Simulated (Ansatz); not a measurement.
# CoC+ (quintet): the correlation ladder, def2-TZVPP

An exercise on one series of results from a longer session: the logs are not shown, and one member is left open.

Program: Ansatz 0.2.0, Gaussian basis. Level of theory: def2-TZVPP, core rule «outside noble gas», up to 10 orbitals frozen. These are calculated values, not measurements.

Plan: UHF; ROHF; CCSD(T) on UHF.

2 further runs of the same task are left out: 2 set aside as unsound or not needed.

## The geometry

The geometry is a PBE0/def2-TZVP stationary point (not a proven minimum) of the parent state, kept for this charge and spin.

2 atoms, charge 1, spin multiplicity 5.

Atoms are counted from 1 here; the program's logs count them from 0.

Bond lengths: Co1–C2 1.616 Å.

The first run:

The input, in.yaml:

```yaml
crystal:
  periodic: [false, false, false]
  atoms:
    - {symbol: Co, position_ang: [0.000000, 0.000000, 0.000000]}
    - {symbol: C, position_ang: [0.000000, 0.000000, 1.616400]}
basis:
  gaussian: {orbitals: def2-TZVPP}
total_charge: 1
magnetization: {spin_polarized: true, initial_magnetization: 4}
hamiltonian: {xc: hf}
output: {orbitals: {seedname: orbitals}}
```

Command:

```
$ ansatz run in.yaml --threads 1 --pin off --events-out ev --progress --plain --max-ram 4096MiB --backend cpu
```

Among the steps run: UHF; ROHF; CCSD(T) on UHF.

One of the session's tables, all rows but one given; the rest of the session is left out.

```
  method  from UCCSD(T) (kcal/mol)
    ROHF                   +275.39
     UHF                   +254.57
    UMP2                         ?
   UCCSD                    +13.78
UCCSD(T)                         0
```

Estimate the missing values for UMP2.

As computed: from UCCSD(T) (kcal/mol): +45.21. In the column «from UCCSD(T) (kcal/mol)» it lies between UCCSD (+13.78) and UHF (+254.57).

The program flags UCCSD(T) as in doubt (see the logs), so the zero of the table is itself unsure.

Caveats from the session: The determinant is far from a pure spin state, so its energy mixes those of several spin states (harmless only where they are near-degenerate, as at dissociation). The program flags UCCSD(T) as in doubt, so the zero of the table is itself unsure.
